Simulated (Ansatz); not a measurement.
# CH₃F₂SSi radical: a ladder of functionals and wavefunction methods

Aim: compute CH₃F₂SSi radical with functionals from several rungs and with coupled cluster. The yardstick is the atomisation energy at the CCSD(T) limit.

Method: functionals in def2-TZVPP, the program's frozen cores in correlated methods; program: Ansatz 0.2.0, Gaussian basis.

Levels to be run: LDA (SPW92), PBE-D4, revPBE-D4, BLYP-D4, r2SCAN-D4, B97M-V, PBE0-D4, B3LYP-D4, r2SCANh-D4, r2SCAN0-D4, HSE06-D4, BHLYP-D4, CAM-B3LYP-D4, LC-ωPBE, ωB97X-V, ωB97M-V, B2PLYP, PBE-QIDH; CCSD(T)/def2-SVP; CCSD(T)/def2-TZVPP; MP2/def2-QZVPP; extrapolation to the limit; RPA on PBE.

## 1. The geometry

The geometry comes from an earlier relaxation with PBE0-D4 in a triple-zeta def2 set; it is a stationary point, not always the lowest conformer.

SMILES `C[Si](F)(F)[S]`, 8 atoms, charge 0, spin multiplicity 2.

Atoms are counted from 1 here; the program's logs count them from 0.

Bond lengths: C1–Si2 1.841 Å, C1–H6 1.094 Å, C1–H7 1.091 Å, C1–H8 1.091 Å, Si2–F3 1.588 Å, Si2–F4 1.588 Å, Si2–S5 2.113 Å. Angles: Si2–C1–H6 108.9°, Si2–C1–H7 111.1°, Si2–C1–H8 111.1°, H6–C1–H7 108.4°, H6–C1–H8 108.4°, H7–C1–H8 108.9°, C1–Si2–F3 110.8°, C1–Si2–F4 110.8°, C1–Si2–S5 110.0°, F3–Si2–F4 104.6°, F3–Si2–S5 110.3°, F4–Si2–S5 110.3°.

## 2. LDA

This LDA is Slater exchange with PW92 correlation.

in.yaml reads:

```yaml
crystal:
  periodic: [false, false, false]
  atoms:
    - {symbol: C, position_ang: [-0.809840, -0.285894, 0.511221]}
    - {symbol: Si, position_ang: [0.703905, 0.141337, -0.445282]}
    - {symbol: F, position_ang: [1.990895, -0.514901, 0.214071]}
    - {symbol: F, position_ang: [0.641984, -0.479797, -1.905447]}
    - {symbol: S, position_ang: [0.923261, 2.240188, -0.550251]}
    - {symbol: H, position_ang: [-0.905560, -1.374654, 0.554106]}
    - {symbol: H, position_ang: [-0.749488, 0.095877, 1.531786]}
    - {symbol: H, position_ang: [-1.703057, 0.120744, 0.033996]}
basis:
  gaussian: {orbitals: def2-TZVPP}
magnetization: {spin_polarized: true, initial_magnetization: 1}
hamiltonian: {xc: lda}
output: {orbitals: {seedname: orbitals}}
```

On the command line:

```console
ansatz run in.yaml --threads 2 --pin off --events-out ev --progress --plain --max-ram 22528MiB --backend cpu
```

The runs that follow: PBE-D4 (GGA); revPBE-D4 (GGA); BLYP-D4 (GGA); r2SCAN-D4 (meta-GGA); B97M-V (meta-GGA); PBE0-D4 (hybrid); B3LYP-D4 (hybrid); r2SCANh-D4 (hybrid); r2SCAN0-D4 (hybrid); HSE06-D4 (hybrid); BHLYP-D4 (hybrid); CAM-B3LYP-D4 (range-separated); LC-ωPBE (range-separated); ωB97X-V (range-separated); ωB97M-V (range-separated); B2PLYP (double hybrid); PBE-QIDH (double hybrid); CCSD(T) in def2-SVP; CCSD(T) in def2-TZVPP; MP2 in def2-QZVPP; RPA on PBE orbitals.

Before running them: what should the planned runs give, taken together? Wanted: atomisation energy, CCSD(T)/CBS; farthest beyond LDA; mean size of error, GGA; mean size of error, meta-GGA; mean size of error, hybrid; mean size of error, range-separated; mean size of error, double hybrid; gap, smallest and largest; T1 diagnostic.

The runs gave:

| quantity | value |
| --- | --- |
| atomisation energy, CCSD(T)/CBS | 3109.1 kJ/mol |
| functionals within 15.5 kJ/mol (0.5 %) | r2SCAN-D4, B97M-V, r2SCANh-D4, CAM-B3LYP-D4, LC-ωPBE, ωB97X-V, ωB97M-V |
| farthest beyond LDA | BHLYP-D4 (-107.4 kJ/mol) |
| mean size of error, GGA | 36.3 kJ/mol |
| mean size of error, meta-GGA | 12.8 kJ/mol |
| mean size of error, hybrid | 37.5 kJ/mol |
| mean size of error, range-separated | 6.4 kJ/mol |
| mean size of error, double hybrid | 37.0 kJ/mol |
| gap, smallest and largest | 0.05 eV (LDA (SPW92)), 8.36 eV (LC-ωPBE) |
| T1 diagnostic | 0.0120 |
| triples share of the correlation energy | 3.3 % |

LDA overbinds by 425.5 kJ/mol (14 %). PBE-D4 is off by +36.3 kJ/mol. Double hybrids carry the basis error of their MP2 part in triple zeta, and no dispersion term here, so their miss is partly the set-up's. The rungs range-separated, meta-GGA miss on average by less than the doubt on the reference (15.5 kJ/mol), so they tie. Misses under about 15.5 kJ/mol are within the doubt on the reference itself, which lacks core-valence correlation, relativity and higher excitations. Hartree-Fock recovers 75 % of the binding; the rest is correlation. CCSD(T) in def2-SVP is off by -246.3 kJ/mol, which most functionals beat. Orbital gaps span 0.1 to 8.4 eV; exact exchange widens them.
